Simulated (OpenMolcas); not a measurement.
**One shape, several levels: GaHClO (SMILES [O][GaH][Cl])**

We compute a comparison of 4 runs (UHF/def2-SVPD, U-r2SCAN/def2-SVPD, U-revPBE/def2-SVPD, USVWN5/def2-SVPD) of GaHClO. 

Program for the calculation: OpenMolcas 26.06.

## 1. The molecule

GaHClO has 4 atoms, charge 0, and is taken as a doublet. SMILES: `[O][GaH][Cl]`. The shape is that of a PBE0-D4/def2-TZVP optimisation.

Bond lengths: O1–Ga2 1.796 Å, Ga2–Cl3 2.128 Å, Ga2–H4 1.543 Å. Angles: O1–Ga2–Cl3 112.7°, O1–Ga2–H4 122.7°, Cl3–Ga2–H4 124.6°.

## 2. Energy and forces at UHF/def2-SVPD (run 1)

mol.inp reads:

```
&GATEWAY
  BASLIB
  $CurrDir
  COORD
  4
  angstrom
  O       -1.739800      -0.117700      -0.212200
  Ga       0.030900       0.144300      -0.061200
  Cl       1.050700      -1.557300       0.708800
  H        0.713700       1.470500      -0.455700
  BASIS
  def2-SVPD
  GROUP
  NoSym

&SEWARD

&SCF
  UHF
  SPIN
  2
  THRESHOLDS
  1e-10 1e-07 1e-07 1e-05
  PRORBITALS
  1 2

&ALASKA
```

The basis set def2-SVPD is read from a file made from the Basis Set Exchange's data (not shown).

Launch:

```
$ export MOLCAS_MEM=1860
$ pymolcas mol.inp > mol.log
```

Output:

```text
--- Start Module: gateway ---
[...]
--- Stop Module: gateway /rc=_RC_ALL_IS_WELL_ ---
[...]
      Basis functions           96
[...]
--- Start Module: scf ---
[...]
       Convergence after  51 Iterations
[...]
::    Total SCF energy                              -2457.7822370855
[...]
      Total spin, S                                     0.5047850300
[...]
      Total electronic charge=   57.000000
      Total            charge=   -0.000000
[...]
      Dipole Moment (debye):
      Origin of the operator (angstrom)=    0.0973   -0.3715    0.1383
                   X=  1.2465E+00               Y=  1.8713E+00               Z= -5.1442E-01           Total=  2.3066E+00
      Quadrupole Moment (debye*angstrom):
[...]
--- Stop Module: scf /rc=_RC_ALL_IS_WELL_ ---
[...]
--- Start Module: alaska ---
[...]
 *              Molecular gradients               *
 **************************************************
  Irreducible representation: a
 ------------------------------------------------------------------------------------------
                              X                       Y                       Z
 ------------------------------------------------------------------------------------------
  O1                4.78774774254376E-03    7.41085170163913E-06    6.55282428860815E-04
  GA2               1.86836881900021E-04   -7.07163244988251E-03    2.66983653887287E-03
  CL3              -5.04044482619292E-03    7.71346797485606E-03   -3.55896588697568E-03
  H4                6.58602017953314E-05   -6.49246376624113E-04    2.33846919267755E-04
 ------------------------------------------------------------------------------------------
--- Stop Module: alaska /rc=_RC_ALL_IS_WELL_ ---
[...]
```

Run time: 28 s. Hardware: 1 thread of Arm Neoverse V1, shared host; peak memory 0.53 GiB.

## 3. The energy at U-r2SCAN/def2-SVPD (run 2)

mol.inp reads:

```
&GATEWAY
 BasLib = $CurrDir
 Coord
 4
 angstrom
 O       -1.739800      -0.117700      -0.212200
 Ga       0.030900       0.144300      -0.061200
 Cl       1.050700      -1.557300       0.708800
 H        0.713700       1.470500      -0.455700
 Basis = def2-SVPD
 Group = NoSym

&SEWARD
 GridInput
 Grid=UltraFine
 End of Grid

&SCF
 UHF
 Spin = 2
 KSDFT = 2
 1.0 MGGA_X_R2SCAN
 1.0 MGGA_C_R2SCAN
 Thresholds = 1e-10 1e-07 1e-07 1e-05
 PrOrbitals = 1 1
```

The basis set def2-SVPD is read from a file made from the Basis Set Exchange's data (not shown).

Launch:

```
$ export MOLCAS_MEM=1860
$ pymolcas mol.inp > mol.log
```

Output:

```text
--- Start Module: gateway ---
[...]
--- Stop Module: gateway /rc=_RC_ALL_IS_WELL_ ---
--- Start Module: seward ---
[...]
      Basis functions           96
--- Stop Module: seward /rc=_RC_ALL_IS_WELL_ ---
[...]
--- Start Module: scf ---
[...]
       Convergence after  20 Iterations
[...]
::    Total KS-DFT energy                           -2460.3619854837
[...]
      Total spin, S                                     0.5030571801
[...]
      Total electronic charge=   57.000000
      Total            charge=   -0.000000
[...]
      Dipole Moment (debye):
      Origin of the operator (angstrom)=    0.0973   -0.3715    0.1383
                   X=  1.1632E+00               Y=  1.6705E+00               Z= -4.5253E-01           Total=  2.0853E+00
      Quadrupole Moment (debye*angstrom):
[...]
--- Stop Module: scf /rc=_RC_ALL_IS_WELL_ ---
[...]
```

Wall time 55 s (1 thread of Arm Neoverse V1, shared host); peak memory 0.53 GiB.

## 4. Energy and gradient at U-revPBE/def2-SVPD (run 3)

mol.xyz reads:

```xyz
4

O     -1.739800    -0.117700    -0.212200
Ga     0.030900     0.144300    -0.061200
Cl     1.050700    -1.557300     0.708800
H      0.713700     1.470500    -0.455700
```

calc.inp reads:

```
* ClGaHO Kohn-Sham DFT

&GATEWAY
  BasLib=$CurrDir
  Coord=mol.xyz
  Basis=def2-SVPD
  Group=NoSym

&SEWARD
  GridInput
  Grid=UltraFine
  End of Grid

&SCF
  UHF
  Spin=2
  KSDFT=revPBE
  Thresholds=1e-10 1e-07 1e-07 1e-05
  PrOrbitals=0

&ALASKA
```

The basis set def2-SVPD is read from a file made from the Basis Set Exchange's data (not shown).

Launch:

```
$ export MOLCAS_MEM=1860
$ pymolcas calc.inp > calc.log
```

Output:

```text
--- Start Module: gateway ---
[...]
--- Stop Module: gateway /rc=_RC_ALL_IS_WELL_ ---
[...]
      Basis functions           96
[...]
--- Start Module: scf ---
[...]
       Convergence after  21 Iterations
[...]
::    Total KS-DFT energy                           -2460.1829652786
[...]
      Total spin, S                                     0.5020404620
[...]
      Total electronic charge=   57.000000
      Total            charge=   -0.000000
[...]
      Dipole Moment (debye):
      Origin of the operator (angstrom)=    0.0973   -0.3715    0.1383
                   X=  1.2190E+00               Y=  1.5809E+00               Z= -4.1175E-01           Total=  2.0383E+00
      Quadrupole Moment (debye*angstrom):
[...]
--- Stop Module: scf /rc=_RC_ALL_IS_WELL_ ---
[...]
--- Start Module: alaska ---
[...]
 *              Molecular gradients               *
 **************************************************
  Irreducible representation: a
 ------------------------------------------------------------------------------------------
                              X                       Y                       Z
 ------------------------------------------------------------------------------------------
  O1                1.28655019740265E-02    1.91402712051625E-03    1.08396036427783E-03
  GA2              -3.06131924697661E-03   -1.09427993527262E-02    3.63327248071776E-03
  CL3              -7.72217820036758E-03    1.25592773889807E-02   -5.71847116466628E-03
  H4               -2.08200452662810E-03   -3.53050515685460E-03    1.00123831962939E-03
 ------------------------------------------------------------------------------------------
--- Stop Module: alaska /rc=_RC_ALL_IS_WELL_ ---
[...]
```

It took 44 s on 1 thread of Arm Neoverse V1, shared host; peak memory 0.53 GiB.

## 5. Energy and gradient at USVWN5/def2-SVPD (run 4)

test.inp reads:

```
>>> EXPORT MOLCAS_PRINT=2

&gateway
 baslib = $CurrDir
 basisset
 O.def2-SVPD....
 O1 -1.739800 -0.117700 -0.212200 angstrom
 End of Basis
 basisset
 Ga.def2-SVPD....
 Ga2 0.030900 0.144300 -0.061200 angstrom
 End of Basis
 basisset
 Cl.def2-SVPD....
 Cl3 1.050700 -1.557300 0.708800 angstrom
 End of Basis
 basisset
 H.def2-SVPD....
 H4 0.713700 1.470500 -0.455700 angstrom
 End of Basis

&seward
 gridinput
 Grid=UltraFine
 End of Grid

&scf
 uhf
 spin = 2
 ksdft = SVWN5
 thresholds = 1e-10 1e-07 1e-07 1e-05
 prorbitals = 1 1

&alaska
```

The basis set def2-SVPD is read from a file made from the Basis Set Exchange's data (not shown).

Launch:

```
$ export MOLCAS_MEM=1860
$ pymolcas test.inp > test.log
```

Output:

```text
--- Start Module: gateway ---
[...]
--- Stop Module: gateway /rc=_RC_ALL_IS_WELL_ ---
[...]
      Basis functions           96
[...]
--- Start Module: scf ---
[...]
       Convergence after  23 Iterations
[...]
::    Total KS-DFT energy                           -2455.3803897678
[...]
      Total spin, S                                     0.5026546094
[...]
      Total electronic charge=   57.000000
      Total            charge=   -0.000000
[...]
      Dipole Moment (debye):
      Origin of the operator (angstrom)=    0.0973   -0.3715    0.1383
                   X=  1.4884E+00               Y=  1.6107E+00               Z= -3.8519E-01           Total=  2.2266E+00
      Quadrupole Moment (debye*angstrom):
[...]
--- Stop Module: scf /rc=_RC_ALL_IS_WELL_ ---
[...]
--- Start Module: alaska ---
[...]
 *              Molecular gradients               *
 **************************************************
  Irreducible representation: a
 ------------------------------------------------------------------------------------------
                              X                       Y                       Z
 ------------------------------------------------------------------------------------------
  O1               -1.00944138496146E-02   -7.95464877733743E-04   -1.12719620803770E-03
  GA2               1.08558687094136E-02   -3.64187516989745E-04    1.68013794501931E-03
  CL3              -3.08411662743424E-04    1.09301988638322E-03   -4.53610621111267E-04
  H4               -4.53043197027991E-04    6.66325083997776E-05   -9.93311159165344E-05
 ------------------------------------------------------------------------------------------
--- Stop Module: alaska /rc=_RC_ALL_IS_WELL_ ---
[...]
```

Wall time 34 s (1 thread of Arm Neoverse V1, shared host); peak memory 0.53 GiB.

## 6. The series

```csv
run,level,task,integration grid,energy (Eh),dipole moment (D),HOMO energy (eV),LUMO energy (eV),wall time
1,UHF/def2-SVPD,gradient,–,-2457.782237,2.31,-12.56,1.27,28 s
2,U-r2SCAN/def2-SVPD,energy,UltraFine,-2460.361985,2.09,-7.91,-5.61,55 s
3,U-revPBE/def2-SVPD,gradient,UltraFine,-2460.182965,2.04,-7.48,-6.30,44 s
4,USVWN5/def2-SVPD,gradient,UltraFine,-2455.380390,2.23,-7.57,-7.09,34 s
```

## 7. Outcome

```
                                 quantity           value
                      run 4: total energy  -2455.38039 Eh
                     run 4: dipole moment          2.23 D
run 4: HOMO energy (highest over α and β)        -7.57 eV
 run 4: LUMO energy (lowest over α and β)        -7.09 eV
                              run 4: ⟨S²⟩           0.755
          run 4: largest force on an atom      0.565 eV/Å
```

The dipole moment (its size) runs from 2.04 D (U-revPBE/def2-SVPD) to 2.31 D (UHF/def2-SVPD). Totals of different functionals can't be ranked against each other. All runs together took 2.7 min, the longest 55 s.
